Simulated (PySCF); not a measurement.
**SbH: from the state search to spectroscopic constants**

One job finds the state of SbH, follows it along the bond with each method and fits the curves.

Method: Sb def2-TZVP with ECP28, H def2-TZVP, scalar-relativistic core potentials; program: PySCF 2.14.0.

**1. Input**

The job is set up so:

* atoms: Sb, H
* charge: 0
* basis: Sb def2-TZVP with ECP28, H def2-TZVP
* Hamiltonian: scalar-relativistic core potentials
* basis functions: 56
* electrons treated: 24
* masses in u: 120.9038, 1.0078
* levels: PBE0, PBE, r²SCAN, BP86, TPSSh, revPBE, CAM-B3LYP, HF, MP2, SCS-MP2, CCSD, CCSD(T)
* grid: 80 radial by 434 angular points
* occupations: held fixed by the projection of orbital angular momentum
* dissociation limit: Sb + H, each in its ground configuration
* starting distance in angstrom: 1.685
* values of 2S to try: 0, 2, 4

Further steps of the session: PBE0 along the bond; Higher solutions at PBE0; PBE (GGA); r²SCAN (meta-GGA); BP86; TPSSh; revPBE (GGA); CAM-B3LYP (range-separated hybrid); UHF; Correlated methods on the Hartree–Fock reference.

What does the calculation give? Wanted: for each run, Re; ωe; De; μ.

**Answer**, as computed:

Lowest PBE0 solution found, without spin–orbit coupling: ³Σ⁻ (triplet), unpaired electrons π ↑↑. State 2 has its PBE0 minimum 0.32 eV higher, as a spin-mixed determinant (⟨S²⟩ = 1.01), so this is no gap between pure states. State 3 has its PBE0 minimum 1.27 eV higher. The other levels ran on the lowest alone.

```tsv
level	Re (Å)	ωe (cm⁻¹)	De (eV)	μ (D)
UHF	1.703	2034	1.62	-0.11
UHF-MP2	1.699	2007	2.16	n/a
UHF-SCS-MP2	1.704	1992	2.28	n/a
UHF-CCSD	1.708	1963	2.40	n/a
UHF-CCSD(T)	1.712	1938	2.43	n/a
PBE	1.733	1860	2.64	-0.29
revPBE	1.736	1849	2.57	-0.31
BP86	1.733	1858	2.81	-0.30
r²SCAN	1.716	1926	2.65	-0.21
TPSSh	1.719	1928	2.75	-0.25
PBE0	1.716	1939	2.58	-0.21
CAM-B3LYP	1.710	1964	2.74	-0.23
```

De is counted to Sb + H in their ground configurations. A positive dipole means Sb(−)H(+).

Differences from CCSD(T) in the same basis:

```tsv
level	Re (mÅ)	ωe (%)
UHF	-9	+4.9
UHF-MP2	-13	+3.5
UHF-SCS-MP2	-8	+2.8
UHF-CCSD	-4	+1.2
PBE	+22	-4.1
revPBE	+25	-4.6
BP86	+21	-4.1
r²SCAN	+5	-0.6
TPSSh	+7	-0.6
PBE0	+4	0.0
CAM-B3LYP	-1	+1.3
```

What this shows: Against CCSD(T) in the same basis, the bond length is nearest at CAM-B3LYP (-1 mÅ) and farthest at revPBE (+25 mÅ); the wavenumber is nearest at PBE0 (0.0 %) and farthest at UHF (+4.9 %). Hartree–Fock makes the bond too short and too stiff against this reference, as it mostly does. PBE gives a bond that is too long and too soft, as GGAs tend to. Of the levels with a De here, UHF gives the least (1.62 eV) and BP86 the most (2.81 eV).

Correlated steps freeze 4 core orbitals. These are scalar-relativistic numbers at best; spin–orbit coupling would shift them, the dissociation energy most. With spin–orbit coupling the term label itself may not hold.
